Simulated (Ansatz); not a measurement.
**C2H5BSe: a ladder of functionals and wavefunction methods**

One table from this session's results is given with a row withheld; the runs are named, their logs left out.

Computed with Ansatz 0.2.0, Gaussian basis. Level: functionals in def2-TZVPP, the program's frozen cores in correlated methods.

Plan: LDA (SPW92), PBE-D4, revPBE-D4, BLYP-D4, r2SCAN-D4, B97M-V, PBE0-D4, B3LYP-D4, r2SCANh-D4, r2SCAN0-D4, HSE06-D4, BHLYP-D4, CAM-B3LYP-D4, LC-ωPBE, ωB97X-V, ωB97M-V, B2PLYP, PBE-QIDH; CCSD(T)/def2-SVP; CCSD(T)/def2-TZVPP; MP2/def2-QZVPP; extrapolation to the limit; RPA on PBE.

## The relaxed structure

The geometry comes from an earlier relaxation with PBE0-D4 in a triple-zeta def2 set; it is a stationary point, not always the lowest conformer.

SMILES `CB1C[Se]1`, 9 atoms, charge 0, spin multiplicity 1.

Atoms are counted from 1 here; the program's logs count them from 0.

Bond lengths: C1–B2 1.542 Å, C1–H5 1.090 Å, C1–H6 1.096 Å, C1–H7 1.096 Å, B2–C3 1.528 Å, B2–Se4 1.899 Å, C3–Se4 2.020 Å, C3–H8 1.086 Å, C3–H9 1.086 Å. Angles: B2–C1–H5 114.1°, B2–C1–H6 109.5°, B2–C1–H7 109.6°, H5–C1–H6 108.8°, H5–C1–H7 108.8°, H6–C1–H7 105.7°, C1–B2–C3 145.5°, C1–B2–Se4 143.3°, C3–B2–Se4 71.3°, B2–C3–Se4 62.9°, B2–C3–H8 121.4°, B2–C3–H9 121.4°, Se4–C3–H8 113.0°, Se4–C3–H9 113.0°, H8–C3–H9 113.4°, B2–Se4–C3 45.8°.

Set-up of the first run:

in.yaml

```yaml
crystal:
  periodic: [false, false, false]
  atoms:
    - {symbol: C, position_ang: [-0.281989, 1.167700, -0.752062]}
    - {symbol: B, position_ang: [-0.108321, -0.248605, -0.166390]}
    - {symbol: C, position_ang: [0.451497, -1.071179, 0.993596]}
    - {symbol: Se, position_ang: [-0.486560, -2.082388, -0.481935]}
    - {symbol: H, position_ang: [-0.807735, 1.192440, -1.706146]}
    - {symbol: H, position_ang: [-0.822194, 1.796828, -0.035587]}
    - {symbol: H, position_ang: [0.700288, 1.636813, -0.877861]}
    - {symbol: H, position_ang: [-0.066498, -1.132503, 1.946530]}
    - {symbol: H, position_ang: [1.510013, -1.305508, 1.062855]}
basis:
  gaussian: {orbitals: def2-TZVPP}
hamiltonian: {xc: lda}
output: {orbitals: {seedname: orbitals}}
```

Command:

```
ansatz run in.yaml --threads 2 --pin off --events-out ev --progress --plain --max-ram 4352MiB
```

Steps of the session up to this table: LDA; PBE-D4 (GGA); revPBE-D4 (GGA); BLYP-D4 (GGA); r2SCAN-D4 (meta-GGA); B97M-V (meta-GGA); B3LYP-D4 (hybrid); r2SCANh-D4 (hybrid); r2SCAN0-D4 (hybrid); HSE06-D4 (hybrid); BHLYP-D4 (hybrid); CAM-B3LYP-D4 (range-separated); LC-ωPBE (range-separated); ωB97X-V (range-separated); ωB97M-V (range-separated); B2PLYP (double hybrid); PBE-QIDH (double hybrid).

One table of the session follows, with a row left open; its other results are not shown here.

It belongs to the step «Orbital energies across the functionals». 

| functional | HOMO (eV) | gap (eV) |
| --- | --- | --- |
| LDA (SPW92) | -5.95 | 3.98 |
| PBE-D4 | -5.82 | 4.06 |
| revPBE-D4 | ? | ? |
| BLYP-D4 | -5.64 | 4.06 |
| r2SCAN-D4 | -6.02 | 4.58 |
| B97M-V | -6.04 | 4.67 |
| PBE0-D4 | -6.88 | 6.03 |
| B3LYP-D4 | -6.65 | 5.63 |
| r2SCANh-D4 | -6.42 | 5.29 |
| r2SCAN0-D4 | -7.02 | 6.36 |
| HSE06-D4 | -6.48 | 5.26 |
| BHLYP-D4 | -7.77 | 7.99 |
| CAM-B3LYP-D4 | -8.11 | 8.40 |
| LC-ωPBE | -9.44 | 10.83 |
| ωB97X-V | -9.11 | 10.43 |
| ωB97M-V | -8.99 | 10.14 |

Estimate the missing values for revPBE-D4.

The run gave: HOMO (eV): -5.77; gap (eV): 4.11. In the column «HOMO (eV)» it lies between PBE-D4 (-5.82) and BLYP-D4 (-5.64).
